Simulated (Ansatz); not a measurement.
# NiS (P6_3/mmc): one cell, many starting occupations (series 2)

How far apart do the states of NiS (P6_3/mmc) lie when only the starting occupations change? Cell and atoms stay fixed.

Computed with Ansatz 0.2.0 (DFT PBEsol without U, plane waves, PAW, unless a step's input says otherwise).

## Step 1: The structure to begin with

Symmetry: P6_3/mmc, No. 194, hexagonal system. Conventional cell: a = 3.425 Å, b = 3.425 Å, c = 5.340 Å, α = 90.00°, β = 90.00°, γ = 120.00°. Around Ni (site symmetry -3m) lie 6 S at 2.39 Å and 2 Ni at 2.67 Å. S (site symmetry -6m2) is surrounded by 6 Ni at 2.39 Å.

Structure file:

```
Ni S
1.0
     3.42500    0.00000    0.00000
    -1.71250    2.96614    0.00000
     0.00000    0.00000    5.34000
Ni S
2 2
Direct
  0.00000 0.00000 0.00000
  0.00000 0.00000 0.50000
  0.33333 0.66667 0.25000
  0.66667 0.33333 0.75000
```

Magnetic order typed: ferromagnetic.

The runs: random orbitals: single harmonics, second filling; random orbitals: fully mixed, first filling; random orbitals: single harmonics, first filling; random orbitals: fully mixed, one electron more; random orbitals: drawn by pairs, second filling.

An earlier series on this cell reached its lowest free state from «random orbitals: fully mixed, first filling», perhaps among other starts (it ended without moments).

## Step 2: Random orbitals: single harmonics, second filling

File input.yaml:

```yaml
crystal:
  lattice:
    - [3.42500121, 0.0, 0.0]
    - [-1.71250061, 2.96613806, 0.0]
    - [0.0, 0.0, 5.33999987]
  atoms:
    - { symbol: Ni, position: [0.0, 0.0, 0.0], spin: 0.3 }
    - { symbol: Ni, position: [0.0, 0.0, 0.5], spin: 0.3 }
    - { symbol: S, position: [0.3333333333, 0.6666666667, 0.25] }
    - { symbol: S, position: [0.6666666667, 0.3333333333, 0.75] }
basis:
  ecutwfc: 420
  ecutrho_ratio: 4
kpoints:
  mp_grid: { grid: [6, 6, 4] }
hamiltonian:
  xc: pbesol
  hubbard:
    sites:
      - { site: 0, l: d, u_eff: 0.0, starting_ns: [{ spin: up, occupation_matrix: s0up }, { spin: down, occupation_matrix: s0down }] }
      - { site: 1, l: d, u_eff: 0.0, starting_ns: [{ spin: up, occupation_matrix: s1up }, { spin: down, occupation_matrix: s1down }] }
    occupation_matrices:
      s0up:
        matrix:
          - [0.02, 0.0, 0.0, 0.0, 0.0]
          - [0.0, 0.97, 0.0, 0.0, 0.0]
          - [0.0, 0.0, 0.97, 0.0, 0.0]
          - [0.0, 0.0, 0.0, 0.97, 0.0]
          - [0.0, 0.0, 0.0, 0.0, 0.97]
      s0down:
        matrix:
          - [0.97, 0.0, 0.0, 0.0, 0.0]
          - [0.0, 0.02, 0.0, 0.0, 0.0]
          - [0.0, 0.0, 0.97, 0.0, 0.0]
          - [0.0, 0.0, 0.0, 0.97, 0.0]
          - [0.0, 0.0, 0.0, 0.0, 0.97]
      s1up:
        matrix:
          - [0.02, 0.0, 0.0, 0.0, 0.0]
          - [0.0, 0.97, 0.0, 0.0, 0.0]
          - [0.0, 0.0, 0.97, 0.0, 0.0]
          - [0.0, 0.0, 0.0, 0.97, 0.0]
          - [0.0, 0.0, 0.0, 0.0, 0.97]
      s1down:
        matrix:
          - [0.02, 0.0, 0.0, 0.0, 0.0]
          - [0.0, 0.97, 0.0, 0.0, 0.0]
          - [0.0, 0.0, 0.97, 0.0, 0.0]
          - [0.0, 0.0, 0.0, 0.97, 0.0]
          - [0.0, 0.0, 0.0, 0.0, 0.97]
    ns_hold: { iters: 12 }
scf:
  occupations: { method: gaussian, width: 0.05 }
  lower_state_search: "off"
  max_iter: 150
output:
  forces: true
  stress: true
  eigenvalues: true
  populations: true
  hubbard: { sites: [{ site: 0, l: d }, { site: 1, l: d }] }
magnetization:
  spin_polarized: true
```

The typed matrices put 0.97 on the chosen orbitals and 0.02 on the others, and are held for 12 cycles.

Started as:

```
> ansatz run input.yaml --threads 2 --pin off --max-ram 3072MiB --backend cpu --events-out ev --progress --plain --runs-dir out
```

Standard output (excerpt; [...] marks lines left out):

```text
Warning: crystal.symmetry: narrowed to the stabiliser of the occupation matrices — unitary ops 24 → 4; lowered by the specified shells (site 0, l: d), (site 1, l: d); largest admitted image defect 1.6e-9, smallest excluded 7.1e-1 — at a splitting's scale: the group the occupation [...]
Warning: RAYON_NUM_THREADS=2 ignored (pool sized by the plan → 2); use --threads N
Ni: projections on atomic orbitals take those of the free atom [Ne] 3s2 3p6 3d8 4s2, of charge +0.00 (hamiltonian.pseudopotentials.projection_atoms); the dataset's partial waves leave at most 1.6e-6 of an orbital's norm unspanned inside its sphere
S: projections on atomic orbitals take those of the free atom [Ne] 3s2 3p4, of charge +0.00 (hamiltonian.pseudopotentials.projection_atoms); the dataset's partial waves leave at most 1.6e-7 of an orbital's norm unspanned inside its sphere
[...]
Pseudopotentials: kind: paw
Pseudopotential: Ni, paw, valence charge 18, recommended cutoff 420 eV (normal), Ni.paw.azcp
Pseudopotential: S, paw, valence charge 6, recommended cutoff 420 eV (normal), S.paw.azcp
Functional definition: PBEsol
[...]
Crystal: 4 atoms, lattice volume = 54.249 Å³
Basis set: ecut = 420 eV, 1085 PW (Γ), exchange–correlation on 48×48×72 points (8 copies of the dense FFT grid, shifted against one another)
Bands: 30, of which v1, the nominal top of the filled ones, is band 24 counted from 1 (23 counted from 0)
Symmetry: 4 space group operations
k-points: 47 of 144
[...]
Starting moments: Σ|m| = 0.6 μB on 2 of 4 sites
[...]
SCF iter   1: F=—  HF=-13368.785846 eV  |F-HF|=—  |Δ(HF+E_count)|=         —  Δρ=1.09e-1 (↑1.09e-1 ↓1.04e-1)  dr2=4.85e0  dr2_m=1.40e0  M=0.000 μB ∫|m|=0.905 μB  β_m=0.30  ethr=3.10e-3  ⟨swp⟩=5.2  Hψ=10601  notcnv=0
[...]
WARN: the starting moments were not kept: the SCF closed with an absolute magnetisation of 4.5e-5 μB, where they sum to 0.6 μB in size (2 sites). That is at most 0.1 of that sum. Measured as dr2_m measures the in/out step, that magnetisation stands 2.2e-9 eV from none, at or under the [...]
WARN: hamiltonian.hubbard: on 4 of 4 specified blocks the occupation matrix of this SCF's result fails the test of the specified filling. At site 0 ↑ (sites count from 0 in the list of atoms of the cell that this SCF solves) the least filled combination of the orbitals specified full has [...]
--- Forces (eV/Å), atoms counted from 1 ---
  atom   1  Ni    -0.00000000     0.00000000     0.00000000
  atom   2  Ni     0.00000000     0.00000000     0.00000000
  atom   3  S      0.00000000    -0.00000003     0.00000755
  atom   4  S     -0.00000000     0.00000003    -0.00000755
[...]
--- Stress (GPa, compression-positive) ---
       -7.089423       0.000000       0.000000
        0.000000      -7.089424      -0.000005
        0.000000      -0.000005     -11.862285
  P = ⅓ Tr σ = -8.6804 GPa (-86.804 kbar)
--- Band table (eV; the first three rows and the last of 94) ---
[...]
Occupation matrices written to <dir>
--- Löwdin populations: 4 sites ---
  site symbol       q [e]    m [muB]
     0     Ni     17.3990    -0.0000
     1     Ni     17.3990     0.0000
     2      S      6.3782     0.0000
     3      S      6.3782     0.0000
  spilling = 0.009284 (of n_electrons = 48.000000)
--- Occupation matrices: 2 shells (run DFT+U table (all-electron-ortho-atomic); ε = 2.00e-2, provisional) ---
  Ni0 d_3D: site group D3d (-3m)
  Ni0 d_3D up     Tr n = 4.3943  λ = 0.761 0.761 0.955 0.959 0.959  [2× xz 0.34 Eg(1.00) | 3× z2 0.33 Eg(0.67)]
  Ni0 d_3D dn     Tr n = 4.3943  λ = 0.761 0.761 0.955 0.959 0.959  [2× yz 0.34 Eg(1.00) | 3× z2 0.33 Eg(0.67)]
  specified occupation → Ni0 d_3D up: matrix, ‖Δ‖_F = 0.9806, Tr Δ = -0.4943, displaced = 0.6876, d_λ = 0.7701; orbital distance = 1.2247
  specified occupation → Ni0 d_3D dn: matrix, ‖Δ‖_F = 0.8460, Tr Δ = -0.4943, displaced = 0.5679, d_λ = 0.7701; orbital distance = 0.9088
  Ni1 d_3D: site group D3d (-3m)
  Ni1 d_3D up     Tr n = 4.3943  λ = 0.761 0.761 0.955 0.959 0.959  [2× xz 0.34 Eg(1.00) | 3× z2 0.33 Eg(0.67)]
  Ni1 d_3D dn     Tr n = 4.3942  λ = 0.761 0.761 0.955 0.959 0.959  [2× yz 0.34 Eg(1.00) | 3× z2 0.33 Eg(0.67)]
  specified occupation → Ni1 d_3D up: matrix, ‖Δ‖_F = 0.9806, Tr Δ = -0.4943, displaced = 0.6876, d_λ = 0.7701; orbital distance = 1.2247
  specified occupation → Ni1 d_3D dn: matrix, ‖Δ‖_F = 0.9806, Tr Δ = -0.4942, displaced = 0.6876, d_λ = 0.7701; orbital distance = 1.2247
  Tr n, λ and their labels are of the run-group-symmetrised matrices; stabiliser: 48 of 48 elements of G0×{1,Θ} (closed), max defect 1.9e-5 at τ = 4.2e-3
```

Wall time 48 s (2 threads of Intel Xeon Platinum 8259CL at 2.50GHz (Skylake/Cascade Lake), shared host); peak memory 0.53 GiB.

It ends with no gap, pressure -8.7 GPa, no moment over 0.05 μB in any sphere, largest force component 0.00 eV/Å, 4 symmetry operations imposed. The program reports that the typed filling wasn't kept.

How the shells are filled (orbitals counted by the eigenvalues of the occupation matrices):

| shell | channel | electrons | over 0.8 | 0.2 to 0.8 | under 0.2 |
| --- | --- | --- | --- | --- | --- |
| Ni 3d (atom 1) | up | 4.39 | 3 | 2 | 0 |
| Ni 3d (atom 1) | down | 4.39 | 3 | 2 | 0 |

## Step 3: Random orbitals: fully mixed, first filling

File input.yaml:

```yaml
crystal:
  lattice:
    - [3.42500121, 0.0, 0.0]
    - [-1.71250061, 2.96613806, 0.0]
    - [0.0, 0.0, 5.33999987]
  atoms:
    - { symbol: Ni, position: [0.0, 0.0, 0.0], spin: 2.0 }
    - { symbol: Ni, position: [0.0, 0.0, 0.5], spin: 2.0 }
    - { symbol: S, position: [0.3333333333, 0.6666666667, 0.25] }
    - { symbol: S, position: [0.6666666667, 0.3333333333, 0.75] }
basis:
  ecutwfc: 420
  ecutrho_ratio: 4
kpoints:
  mp_grid: { grid: [6, 6, 4] }
hamiltonian:
  xc: pbesol
  hubbard:
    sites:
      - { site: 0, l: d, u_eff: 0.0, starting_ns: [{ spin: up, occupation_matrix: s0up }, { spin: down, occupation_matrix: s0down }] }
      - { site: 1, l: d, u_eff: 0.0, starting_ns: [{ spin: up, occupation_matrix: s1up }, { spin: down, occupation_matrix: s1down }] }
    occupation_matrices:
      s0up:
        matrix:
          - [0.97, 0.0, 0.0, 0.0, 0.0]
          - [0.0, 0.97, 0.0, 0.0, 0.0]
          - [0.0, 0.0, 0.97, 0.0, 0.0]
          - [0.0, 0.0, 0.0, 0.97, 0.0]
          - [0.0, 0.0, 0.0, 0.0, 0.97]
      s0down:
        matrix:
          - [0.43261, -0.35437, -0.28364, -0.04307, 0.11767]
          - [-0.35437, 0.67921, -0.21469, 0.04575, -0.13388]
          - [-0.28364, -0.21469, 0.8069, 0.01317, -0.0403]
          - [-0.04307, 0.04575, 0.01317, 0.87026, 0.28405]
          - [0.11767, -0.13388, -0.0403, 0.28405, 0.16102]
      s1up:
        matrix:
          - [0.97, 0.0, 0.0, 0.0, 0.0]
          - [0.0, 0.97, 0.0, 0.0, 0.0]
          - [0.0, 0.0, 0.97, 0.0, 0.0]
          - [0.0, 0.0, 0.0, 0.97, 0.0]
          - [0.0, 0.0, 0.0, 0.0, 0.97]
      s1down:
        matrix:
          - [0.42079, -0.24859, -0.01883, -0.23667, 0.3193]
          - [-0.24859, 0.82719, 0.125, -0.17942, 0.07523]
          - [-0.01883, 0.125, 0.38073, 0.31059, 0.31642]
          - [-0.23667, -0.17942, 0.31059, 0.69545, -0.0278]
          - [0.3193, 0.07523, 0.31642, -0.0278, 0.62584]
    ns_hold: until_converged
scf:
  occupations: { method: gaussian, width: 0.05 }
  lower_state_search: "off"
  max_iter: 150
output:
  forces: true
  stress: true
  eigenvalues: true
  populations: true
  hubbard: { sites: [{ site: 0, l: d }, { site: 1, l: d }] }
magnetization:
  spin_polarized: true
```

The typed matrices put 0.97 on the chosen orbitals and 0.02 on the others, and are held until the SCF converges, then released.

Started as:

```
> ansatz run input.yaml --threads 2 --pin off --max-ram 3072MiB --backend cpu --events-out ev --progress --plain --runs-dir out
```

Standard output (excerpt; [...] marks lines left out):

```text
Warning: crystal.symmetry: narrowed to the stabiliser of the occupation matrices — unitary ops 24 → 2; lowered by the specified shells (site 0, l: d), (site 1, l: d); largest admitted image defect 4.4e-16, smallest excluded 4.6e-1 — at a splitting's scale: the group the occupation [...]
Warning: RAYON_NUM_THREADS=2 ignored (pool sized by the plan → 2); use --threads N
Ni: projections on atomic orbitals take those of the free atom [Ne] 3s2 3p6 3d8 4s2, of charge +0.00 (hamiltonian.pseudopotentials.projection_atoms); the dataset's partial waves leave at most 1.6e-6 of an orbital's norm unspanned inside its sphere
S: projections on atomic orbitals take those of the free atom [Ne] 3s2 3p4, of charge +0.00 (hamiltonian.pseudopotentials.projection_atoms); the dataset's partial waves leave at most 1.6e-7 of an orbital's norm unspanned inside its sphere
[...]
[... 4 set-up lines as earlier in the session ...]
[...]
Crystal: 4 atoms, lattice volume = 54.249 Å³
Basis set: ecut = 420 eV, 1085 PW (Γ), exchange–correlation on 48×48×72 points (8 copies of the dense FFT grid, shifted against one another)
[...]
WARN: the starting moments were not kept: the SCF closed with an absolute magnetisation of 2.3e-4 μB, where they sum to 4 μB in size (2 sites). That is at most 0.1 of that sum. Measured as dr2_m measures the in/out step, that magnetisation stands 5.7e-8 eV from none, at or under the [...]
WARN: hamiltonian.hubbard: on 2 of 4 specified blocks the occupation matrix of this SCF's result fails the test of the specified filling. At site 0 ↓ (sites count from 0 in the list of atoms of the cell that this SCF solves) the least filled combination of the orbitals specified full has [...]
--- Löwdin populations: 4 sites ---
  site symbol       q [e]    m [muB]
     0     Ni     17.3990    -0.0001
     1     Ni     17.3990     0.0001
     2      S      6.3782     0.0000
     3      S      6.3782     0.0000
  spilling = 0.009284 (of n_electrons = 48.000000)
--- Occupation matrices: 2 shells (run DFT+U table (all-electron-ortho-atomic); ε = 2.00e-2, provisional) ---
  Ni0 d_3D: site group D3d (-3m)
  Ni0 d_3D up     Tr n = 4.3942  λ = 0.761 0.761 0.955 0.959 0.959  [2× yz 0.34 Eg(1.00) | 3× z2 0.33 Eg(0.67)]
  Ni0 d_3D dn     Tr n = 4.3943  λ = 0.761 0.761 0.955 0.959 0.959  [2× yz 0.34 Eg(1.00) | 3× z2 0.33 Eg(0.67)]
  specified occupation → Ni0 d_3D up: matrix, ‖Δ‖_F = 0.2967, Tr Δ = +0.4558, displaced = 0.2279, d_λ = 0.2967; orbital distance = 0.0000
  specified occupation → Ni0 d_3D dn: matrix, ‖Δ‖_F = 1.2502, Tr Δ = -1.4443, displaced = 1.0182, d_λ = 1.0479; orbital distance = 1.5793
  Ni1 d_3D: site group D3d (-3m)
  Ni1 d_3D up     Tr n = 4.3943  λ = 0.761 0.761 0.955 0.959 0.959  [2× xz 0.34 Eg(1.00) | 3× z2 0.33 Eg(0.67)]
  Ni1 d_3D dn     Tr n = 4.3942  λ = 0.761 0.761 0.955 0.959 0.959  [2× xz 0.34 Eg(1.00) | 3× z2 0.33 Eg(0.67)]
  specified occupation → Ni1 d_3D up: matrix, ‖Δ‖_F = 0.2967, Tr Δ = +0.4557, displaced = 0.2278, d_λ = 0.2967; orbital distance = 0.0000
  specified occupation → Ni1 d_3D dn: matrix, ‖Δ‖_F = 1.1948, Tr Δ = -1.4442, displaced = 0.9475, d_λ = 1.0478; orbital distance = 1.3323
  Tr n, λ and their labels are of the run-group-symmetrised matrices; stabiliser: 48 of 48 elements of G0×{1,Θ} (closed), max defect 9.6e-5 at τ = 4.2e-3
```

It took 69 s on 2 threads of Intel Xeon Platinum 8259CL at 2.50GHz (Skylake/Cascade Lake), shared host; peak memory 0.59 GiB.

End state: no gap, pressure -8.7 GPa, no moment over 0.05 μB in any sphere, largest force component 0.00 eV/Å, 2 symmetry operations imposed. The program reports that the typed filling wasn't kept.

How the shells are filled (orbitals counted by the eigenvalues of the occupation matrices):

```csv
shell,channel,electrons,over 0.8,0.2 to 0.8,under 0.2
Ni 3d (atom 1),up,4.39,3,2,0
Ni 3d (atom 1),down,4.39,3,2,0
```

## Step 4: Random orbitals: single harmonics, first filling

Changes to input.yaml since step 3:

```diff
@@ -31,7 +31,7 @@
         matrix:
-          - [0.43261, -0.35437, -0.28364, -0.04307, 0.11767]
-          - [-0.35437, 0.67921, -0.21469, 0.04575, -0.13388]
-          - [-0.28364, -0.21469, 0.8069, 0.01317, -0.0403]
-          - [-0.04307, 0.04575, 0.01317, 0.87026, 0.28405]
-          - [0.11767, -0.13388, -0.0403, 0.28405, 0.16102]
+          - [0.97, 0.0, 0.0, 0.0, 0.0]
+          - [0.0, 0.02, 0.0, 0.0, 0.0]
+          - [0.0, 0.0, 0.02, 0.0, 0.0]
+          - [0.0, 0.0, 0.0, 0.97, 0.0]
+          - [0.0, 0.0, 0.0, 0.0, 0.97]
       s1up:
@@ -45,8 +45,8 @@
         matrix:
-          - [0.42079, -0.24859, -0.01883, -0.23667, 0.3193]
-          - [-0.24859, 0.82719, 0.125, -0.17942, 0.07523]
-          - [-0.01883, 0.125, 0.38073, 0.31059, 0.31642]
-          - [-0.23667, -0.17942, 0.31059, 0.69545, -0.0278]
-          - [0.3193, 0.07523, 0.31642, -0.0278, 0.62584]
-    ns_hold: until_converged
+          - [0.97, 0.0, 0.0, 0.0, 0.0]
+          - [0.0, 0.02, 0.0, 0.0, 0.0]
+          - [0.0, 0.0, 0.02, 0.0, 0.0]
+          - [0.0, 0.0, 0.0, 0.97, 0.0]
+          - [0.0, 0.0, 0.0, 0.0, 0.97]
+    ns_hold: { iters: 12 }
 scf:
```

The typed matrices put 0.97 on the chosen orbitals and 0.02 on the others, and are held for 12 cycles.

Started as:

```
> ansatz run input.yaml --threads 2 --pin off --max-ram 3072MiB --backend cpu --events-out ev --progress --plain --runs-dir out
```

Standard output (excerpt; [...] marks lines left out):

```text
Warning: RAYON_NUM_THREADS=2 ignored (pool sized by the plan → 2); use --threads N
Ni: projections on atomic orbitals take those of the free atom [Ne] 3s2 3p6 3d8 4s2, of charge +0.00 (hamiltonian.pseudopotentials.projection_atoms); the dataset's partial waves leave at most 1.6e-6 of an orbital's norm unspanned inside its sphere
S: projections on atomic orbitals take those of the free atom [Ne] 3s2 3p4, of charge +0.00 (hamiltonian.pseudopotentials.projection_atoms); the dataset's partial waves leave at most 1.6e-7 of an orbital's norm unspanned inside its sphere
[...]
[... 4 set-up lines as earlier in the session ...]
[...]
Crystal: 4 atoms, lattice volume = 54.249 Å³
Basis set: ecut = 420 eV, 1085 PW (Γ), exchange–correlation on 48×48×72 points (8 copies of the dense FFT grid, shifted against one another)
Bands: 32, of which v1, the nominal top of the filled ones, is band 24 counted from 1 (23 counted from 0)
Symmetry: 24 space group operations
[...]
WARN: the starting moments were not kept: the SCF closed with an absolute magnetisation of 5.0e-6 μB, where they sum to 4 μB in size (2 sites). That is at most 0.1 of that sum. Measured as dr2_m measures the in/out step, that magnetisation stands 7.8e-12 eV from none, at or under the [...]
WARN: hamiltonian.hubbard: on 2 of 4 specified blocks the occupation matrix of this SCF's result fails the test of the specified filling. At site 0 ↓ (sites count from 0 in the list of atoms of the cell that this SCF solves) the least filled combination of the orbitals specified full has [...]
     2      S      6.3782     0.0000
     3      S      6.3782     0.0000
  spilling = 0.009284 (of n_electrons = 48.000000)
--- Occupation matrices: 2 shells (run DFT+U table (all-electron-ortho-atomic); ε = 2.00e-2, provisional) ---
  Ni0 d_3D: site group D3d (-3m)
  Ni0 d_3D up     Tr n = 4.3943  λ = 0.761 0.761 0.955 0.959 0.959  [2× xz 0.34 Eg(1.00) | 3× z2 0.33 Eg(0.67)]
  Ni0 d_3D dn     Tr n = 4.3943  λ = 0.761 0.761 0.955 0.959 0.959  [2× xz 0.34 Eg(1.00) | 3× z2 0.33 Eg(0.67)]
  specified occupation → Ni0 d_3D up: matrix, ‖Δ‖_F = 0.2967, Tr Δ = +0.4557, displaced = 0.2279, d_λ = 0.2967; orbital distance = 0.0000
  specified occupation → Ni0 d_3D dn: matrix, ‖Δ‖_F = 1.1591, Tr Δ = -1.4443, displaced = 0.9080, d_λ = 1.0478; orbital distance = 1.1418
  Ni1 d_3D: site group D3d (-3m)
  Ni1 d_3D up     Tr n = 4.3943  λ = 0.761 0.761 0.955 0.959 0.959  [2× xz 0.34 Eg(1.00) | 3× z2 0.33 Eg(0.67)]
  Ni1 d_3D dn     Tr n = 4.3943  λ = 0.761 0.761 0.955 0.959 0.959  [2× xz 0.34 Eg(1.00) | 3× z2 0.33 Eg(0.67)]
  specified occupation → Ni1 d_3D up: matrix, ‖Δ‖_F = 0.2967, Tr Δ = +0.4557, displaced = 0.2279, d_λ = 0.2967; orbital distance = 0.0000
  specified occupation → Ni1 d_3D dn: matrix, ‖Δ‖_F = 1.1591, Tr Δ = -1.4443, displaced = 0.9080, d_λ = 1.0478; orbital distance = 1.1418
  Tr n, λ and their labels are of the run-group-symmetrised matrices; stabiliser: 48 of 48 elements of G0×{1,Θ} (closed), max defect 9.0e-7 at τ = 4.2e-3
```

Run time: 19 s. Hardware: 2 threads of Intel Xeon Platinum 8259CL at 2.50GHz (Skylake/Cascade Lake), shared host; peak memory 0.45 GiB.

Result: no gap, pressure -8.7 GPa, no moment over 0.05 μB in any sphere, largest force component 0.00 eV/Å, 24 symmetry operations imposed. The program reports that the typed filling wasn't kept.

How the shells are filled (orbitals counted by the eigenvalues of the occupation matrices):

| shell | channel | electrons | over 0.8 | 0.2 to 0.8 | under 0.2 |
| --- | --- | --- | --- | --- | --- |
| Ni 3d (atom 1) | up | 4.39 | 3 | 2 | 0 |
| Ni 3d (atom 1) | down | 4.39 | 3 | 2 | 0 |

[end of part 1 of 2]
